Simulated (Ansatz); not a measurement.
## Ta, space group P6_3/mmc: a relaxation of cell and ions, step by step

Program: the Ansatz DFT code, driven from Python.

Notebook, run cell by cell (the value of a cell's last expression is shown):

**Cell 1**
```python
import ansatz
from ase import Atoms
from ase.neighborlist import neighbor_list
import matplotlib.pyplot as plt
import numpy as np
```

**Cell 2**
```python
def edges_and_angles(cell):
    cell = np.asarray(cell)
    a, b, c = np.linalg.norm(cell, axis=1)
    cosines = cell[1] @ cell[2] / (b * c), cell[0] @ cell[2] / (a * c), cell[0] @ cell[1] / (a * b)
    return (a, b, c, *np.degrees(np.arccos(cosines)))

ta = (
    ansatz.Lattice.from_parameters(2.90037207, 2.90037207, 5.166274, alpha=90, beta=90, gamma=120)
    .space_group(194)
    .atom('Ta', (2 / 3, 1 / 3, 0.75))
)
```

**Cell 3**
```python
# every cell quantity that the symmetry leaves free
calculation = (
    ta.calculation()
    .kpoints(13, 13, 7)
    .occupations('Fermi-Dirac')
    .pseudopotentials('paw')
    .functional(ansatz.Functional.LDA)
    .relax(force_tolerance=0.03, cell=True)
)
steps = []
```

**Cell 4**
```python
def follow(event):
    if event['event'] != 'relax_step':
        return
    row = event['data']
    steps.append(row)
    print(f'step {row["step"]:3d}  E = {row["lagrangian_ev"]:.5f} eV  largest force component = {row["allowed_force_max_ev_ang"]:.4f} eV/A  P = {row["pressure_gpa"]:.3f} GPa')
```

**Cell 5**
```python
done = calculation.session().plan(threads=1).execute(on_event=follow)
rep = done.report
```
Output:
```text
DeckWarning: basis.ecutwfc = 420 eV, auto-derived from the records' recommended cutoffs: set by Ta (normal level)
step   1  E = -19364.56015 eV  largest force component = 0.0000 eV/A  P = -11.586 GPa
step   2  E = -19364.49316 eV  largest force component = 0.0000 eV/A  P = 19.388 GPa
step   3  E = -19364.64623 eV  largest force component = 0.0000 eV/A  P = -1.404 GPa
step   4  E = -19364.64738 eV  largest force component = 0.0000 eV/A  P = -0.042 GPa
step   5  E = -19364.64739 eV  largest force component = 0.0000 eV/A  P = 0.003 GPa
step   6  E = -19364.64696 eV  largest force component = 0.0000 eV/A  P = -0.015 GPa
```

**Cell 6**
```python
done.lattice.cell_ang
```
Output:
```text
array([[ 2.83852903e+00,  7.73948624e-19, -5.69195702e-18],
       [-1.41926451e+00,  2.45823825e+00,  6.50117572e-18],
       [ 2.99459065e-16,  5.43757210e-16,  5.06771004e+00]])
```

**Cell 7**
```python
first, last = steps[0], steps[-1]
symbols = [site.symbol for site in done.lattice.sites]
print(f'energy gained {first["lagrangian_ev"] - last["lagrangian_ev"]:.4f} eV in {len(steps) - 1} steps')
for label, vectors in (('before', first['cell_ang']), ('after', done.lattice.cell_ang)):
    print(label, 'a b c (A) {:.4f} {:.4f} {:.4f}  angles {:.2f} {:.2f} {:.2f}'.format(*edges_and_angles(vectors)), f' V = {abs(np.linalg.det(vectors)):.3f} A^3')
print('final stress xx yy zz (GPa, compression positive):', np.round(np.diag(rep['stress_gpa']), 3) + 0.0)
```
Output:
```text
energy gained 0.0868 eV in 5 steps
before a b c (A) 2.9004 2.9004 5.1663  angles 90.00 90.00 120.00  V = 37.637 A^3
after a b c (A) 2.8385 2.8385 5.0677  angles 90.00 90.00 120.00  V = 35.361 A^3
final stress xx yy zz (GPa, compression positive): [-0.024 -0.024  0.003]
```

**Cell 8**
```python
final = Atoms(symbols, positions=last['positions_ang'], cell=done.lattice.cell_ang, pbc=True)
i, j, d = neighbor_list('ijd', final, 4.5)
print('neighbours within 1.2 times the shortest distance of each atom (A)')
for atom in range(len(final)):
    near = [m for m in np.argsort(d) if i[m] == atom]
    shell = [m for m in near if d[m] < 1.2 * d[near[0]]]
    print(f'{symbols[atom]}{atom} ({len(shell)}):', ', '.join(f'{symbols[j[m]]} {d[m]:.3f}' for m in shell))
```
Output:
```text
neighbours within 1.2 times the shortest distance of each atom (A)
Ta0 (12): Ta 2.839, Ta 2.839, Ta 2.839, Ta 2.839, Ta 2.839, Ta 2.839, Ta 3.018, Ta 3.018, Ta 3.018, Ta 3.018, Ta 3.018, Ta 3.018
Ta1 (12): Ta 2.839, Ta 2.839, Ta 2.839, Ta 2.839, Ta 2.839, Ta 2.839, Ta 3.018, Ta 3.018, Ta 3.018, Ta 3.018, Ta 3.018, Ta 3.018
```

**Cell 9**
```python
fig, (top, bottom) = plt.subplots(2, 1, sharex=True, figsize=(4.5, 4))
top.plot([s['lagrangian_ev'] - last['lagrangian_ev'] for s in steps], 'o-')
top.set_ylabel('E - E(final) (eV)')
bottom.semilogy([max(s['allowed_force_max_ev_ang'], 1e-6) for s in steps], 's-')
bottom.set(xlabel='step', ylabel='largest force (eV/A)')
fig.tight_layout()
fig.savefig('relax.png', dpi=100)
```

**Cell 10**
```python
print('atom   start x y z (A)              end x y z (A)')
for symbol, a, b in zip(symbols, first['positions_ang'], last['positions_ang']):
    print(f'{symbol:3s}', ' '.join(f'{v:8.4f}' for v in a), '  ', ' '.join(f'{v:8.4f}' for v in b))
```
Output:
```text
atom   start x y z (A)              end x y z (A)
Ta    1.4502   0.8373   3.8747      1.4193   0.8194   3.8008
Ta    0.0000   1.6745   1.2916      0.0000   1.6388   1.2669
```

**Cell 11**
```python
n_atoms = len(rep['lattice']['sites'])
print('F =', round(rep['free_energy_ev'], 4), 'eV for', n_atoms, 'atoms')
print('E(sigma -> 0) =', round(rep['energy_sigma0_ev'], 4), 'eV, TS =', round(rep['entropy_ts_ev'], 5), 'eV')
print('closed by', rep['closed_by'], 'after', rep['n_iterations'], 'iterations')
```
Output:
```text
F = -19364.647 eV for 2 atoms
E(sigma -> 0) = -19364.6069 eV, TS = 0.08017 eV
closed by deck_thresholds after 8 iterations
```

Caveats:
- Absolute energies stand on the zero of these potentials, so only differences at equal settings mean something. A total without «per atom» is that of the cell as typed.
- Forces vanish by symmetry, so the ions can't move, and the end may be a saddle.
- Energies along a relaxation are free energies. Rows at an unchanged volume are solved on a plane-wave basis chosen afresh for that cell, so the energy jumps there and such rows are no steps of the walk.
- Spin-orbit coupling, which matters for elements this heavy, is left out.
- This isn't the structure that Ta takes at ambient conditions.
- Warnings are shown shortened and without file and line.
- Hardware and time: 21 s on 1 thread of AMD EPYC 7R43 64-Core Processor (Zen 3), with other jobs on the host, peak memory 0.49 GiB.
